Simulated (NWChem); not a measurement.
## Volume series of SiC (zincblende structure): conduction valleys

All runs are NWChem calculations. Level: LDA (Vosko), Troullier-Martins pseudopotentials (valence charges C 4, Si 4), cutoff 35 Ha, shifted 4×4×4 mesh, two-atom cell, no spin-orbit coupling. Each row gives the lowest empty level at Γ, at L and on the outer part of the line to X, counted from the valence top at Γ within the same run; other points weren't sampled.

| ln(V/V₀) | a (Å) | Γ (eV) | L (eV) | X line (eV) |
|---|---|---|---|---|
| -0.062 | 4.229 | 7.35 | 6.16 | 1.26 |
| -0.041 | 4.259 | 7.09 | 5.96 | 1.28 |
| -0.020 | 4.288 | ? | ? | ? |
| 0.000 | 4.317 | 6.60 | 5.58 | 1.31 |
| 0.020 | 4.346 | 6.37 | 5.40 | 1.33 |
| 0.039 | 4.374 | 6.14 | 5.23 | 1.34 |
| 0.058 | 4.402 | 5.91 | 5.06 | 1.36 |

Fit a line in ln V to each valley, give the slopes, and predict the withheld row.

Slopes dE/d(ln V): Γ -12.0 eV, L -9.2 eV, X line 0.8 eV (largest miss of a line 0.00 eV). The lowest valley is X line in every row. Predicted against computed: Γ 6.85 against 6.85, L 5.77 against 5.77, X line 1.30 against 1.30 eV.
